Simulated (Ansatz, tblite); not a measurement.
# Si21H28 ring sphere (Si₂₁H₂₈): a ladder of methods and basis sets

The task here is to estimate one member of a computed series from the others.

Program: Ansatz 0.2.0, Gaussian basis. Level of theory: as each input shows. These are calculated values, not measurements.

Plan: GFN1-xTB, GFN2-xTB, PBE-D4/def2-SVP, r2SCAN-D4/def2-SVP, r2SCANh-D4/def2-SVP, revPBE-D4/def2-SVP, B2PLYP/def2-SVP, PBE0-D4/def2-TZVP, PBE-D4/def2-TZVP, HF/STO-3G, HF/6-31G, B3LYP-D4/6-31G, MP2/def2-SVP, RPA/def2-SVP.

## The relaxed structure

The geometry is that of the singlet, from an earlier relaxation (PBE-D4/def2-SVP).

49 atoms, charge 0, spin multiplicity 1.

Bond lengths: Si1–Si2 2.367 Å, Si1–Si6 2.355 Å, Si1–H22 1.509 Å, Si1–H23 1.509 Å, Si2–Si8 2.348 Å, Si2–H24 1.509 Å, Si2–H25 1.509 Å, Si3–Si4 2.369 Å, Si3–Si7 2.349 Å, Si3–H26 1.509 Å, Si3–H27 1.509 Å, Si4–Si9 2.354 Å, Si4–H28 1.509 Å, Si4–H29 1.509 Å, Si5–Si6 2.352 Å, Si5–Si7 2.363 Å, Si5–H30 1.509 Å, Si5–H31 1.509 Å and more. Angles: Si2–Si1–Si6 110.5°, Si2–Si1–H22 109.8°, Si2–Si1–H23 109.7°, Si6–Si1–H22 109.4°, Si6–Si1–H23 109.4°, H22–Si1–H23 108.1°, Si1–Si2–Si8 110.0°, Si1–Si2–H24 110.1°, Si1–Si2–H25 110.1°, Si8–Si2–H24 109.3°, Si8–Si2–H25 109.3°, H24–Si2–H25 108.0°, Si4–Si3–Si7 110.5°, Si4–Si3–H26 109.9°, Si4–Si3–H27 110.0°, Si7–Si3–H26 109.0°, Si7–Si3–H27 109.4°, H26–Si3–H27 107.9° and more.

PBE0-D4/def2-SVP was run before; its log isn't repeated, and its numbers join the tables.

Set-up of the first run:

Tight binding, by tblite at 300 K electronic temperature and without a spin-polarisation term:

```python
tblite.interface.Calculator('GFN1-xTB', numbers, positions, charge=0, uhf=0).singlepoint()
```

Tight binding, by tblite at 300 K electronic temperature and without a spin-polarisation term:

```python
tblite.interface.Calculator('GFN2-xTB', numbers, positions, charge=0, uhf=0).singlepoint()
```

start.molden holds the orbitals of an earlier run on this state, given as this run's starting guess.

The input, in.yaml:

```yaml
crystal:
  periodic: [false, false, false]
  atoms:
    - {symbol: Si, position_ang: [-2.841780, -1.633876, -3.273187]}
    - {symbol: Si, position_ang: [-2.810481, -1.619701, -0.906232]}
    - {symbol: Si, position_ang: [0.934812, -3.842474, -0.173285]}
    - {symbol: Si, position_ang: [0.949997, -3.866700, 2.195353]}
    - {symbol: Si, position_ang: [0.991981, -1.621470, -3.336383]}
    - {symbol: Si, position_ang: [-0.940326, -0.538997, -4.128936]}
    - {symbol: Si, position_ang: [0.995897, -1.634374, -0.973179]}
    - {symbol: Si, position_ang: [-0.889375, -0.513296, -0.134089]}
    - {symbol: Si, position_ang: [0.991191, -1.661424, 3.017247]}
    - {symbol: Si, position_ang: [-0.911657, -0.528400, 2.230258]}
    - {symbol: Si, position_ang: [-0.906439, 1.674577, -3.333675]}
    - {symbol: Si, position_ang: [-0.916608, 1.681076, -0.970488]}
    - {symbol: Si, position_ang: [-2.859646, 2.730531, -0.169065]}
    - {symbol: Si, position_ang: [-0.941167, 1.685080, 3.019846]}
    - {symbol: Si, position_ang: [-2.872245, 2.752283, 2.199626]}
    - {symbol: Si, position_ang: [2.904923, -0.536230, -0.158089]}
    - {symbol: Si, position_ang: [2.896710, -0.539306, 2.210372]}
    - {symbol: Si, position_ang: [2.880361, 1.663218, -0.997348]}
    - {symbol: Si, position_ang: [0.989251, 2.783943, -0.154498]}
    - {symbol: Si, position_ang: [2.892672, 1.666858, 3.033177]}
    - {symbol: Si, position_ang: [0.983442, 2.774902, 2.213905]}
    - {symbol: H, position_ang: [-2.868348, -3.056582, -3.774418]}
    - {symbol: H, position_ang: [-4.085222, -0.939330, -3.770694]}
    - {symbol: H, position_ang: [-2.817274, -3.032734, -0.378001]}
    - {symbol: H, position_ang: [-4.035862, -0.918331, -0.374933]}
    - {symbol: H, position_ang: [-0.313026, -4.517874, -0.686710]}
    - {symbol: H, position_ang: [2.125372, -4.602104, -0.704197]}
    - {symbol: H, position_ang: [-0.281916, -4.572420, 2.705996]}
    - {symbol: H, position_ang: [2.160365, -4.621385, 2.687615]}
    - {symbol: H, position_ang: [1.033252, -3.043979, -3.839013]}
    - {symbol: H, position_ang: [2.223237, -0.912413, -3.845185]}
    - {symbol: H, position_ang: [-0.968551, -0.554070, -5.639796]}
    - {symbol: H, position_ang: [1.004315, -1.648284, 4.528164]}
    - {symbol: H, position_ang: [-2.159952, -1.249574, 2.686362]}
    - {symbol: H, position_ang: [-2.115491, 2.425419, -3.835934]}
    - {symbol: H, position_ang: [0.325415, 2.383899, -3.840698]}
    - {symbol: H, position_ang: [-4.068190, 1.987522, -0.683101]}
    - {symbol: H, position_ang: [-2.923282, 4.142070, -0.698020]}
    - {symbol: H, position_ang: [-0.922976, 1.688241, 4.530767]}
    - {symbol: H, position_ang: [-4.098707, 2.036599, 2.709539]}
    - {symbol: H, position_ang: [-2.921613, 4.177085, 2.693951]}
    - {symbol: H, position_ang: [4.141745, -1.255442, -0.644642]}
    - {symbol: H, position_ang: [4.133250, -1.263898, 2.689327]}
    - {symbol: H, position_ang: [2.804344, 1.621065, -2.504492]}
    - {symbol: H, position_ang: [4.142895, 2.391066, -0.606162]}
    - {symbol: H, position_ang: [0.985038, 4.215323, -0.639146]}
    - {symbol: H, position_ang: [2.864095, 1.648438, 4.541812]}
    - {symbol: H, position_ang: [4.140723, 2.388103, 2.585277]}
    - {symbol: H, position_ang: [0.974820, 4.207369, 2.694963]}
basis:
  gaussian: {orbitals: def2-SVP, fitting: {mean_field: def2-universal-jkfit}, initial_orbitals: start.molden}
hamiltonian: {xc: pbe, dispersion: d4}
scf: {omitted_lower_state_checks: [starts]}
output: {orbitals: {seedname: orbitals}}
```

The run is started by

```
ansatz run in.yaml --threads 2 --pin off --events-out ev --progress --plain --max-ram 20480MiB --backend cuda --devices 0, --max-vram 18GiB
```

Steps of the session up to this table: PBE-D4/def2-SVP; r2SCAN-D4/def2-SVP; r2SCANh-D4/def2-SVP; revPBE-D4/def2-SVP; B2PLYP/def2-SVP; PBE0-D4/def2-TZVP; PBE-D4/def2-TZVP; HF/STO-3G; HF/6-31G; B3LYP-D4/6-31G; MP2/def2-SVP; RPA/def2-SVP.

One table of the session follows, with a row left open; its other results are not shown here.

It belongs to the step «Binding energy». 

```
              level  binding an atom (eV)
          HF/STO-3G                 3.710
           HF/6-31G                 2.020
        HF/def2-SVP                 2.406
    PBE-D4/def2-SVP                 3.297
   PBE-D4/def2-TZVP                 3.292
 revPBE-D4/def2-SVP                     ?
 r2SCAN-D4/def2-SVP                 3.304
r2SCANh-D4/def2-SVP                 3.295
     B3LYP-D4/6-31G                 3.000
   PBE0-D4/def2-SVP                 3.294
  PBE0-D4/def2-TZVP                 3.295
       MP2/def2-SVP                 3.035
```

Estimate the missing values for revPBE-D4/def2-SVP.

As computed: binding an atom (eV): 3.260. In the column «binding an atom (eV)» it lies between MP2/def2-SVP (3.035) and PBE-D4/def2-TZVP (3.292).

Caveats from the session: Free atoms were run apart at each level; binding is atoms less cluster, divided by the number of atoms, without zero-point or spin-orbit terms.
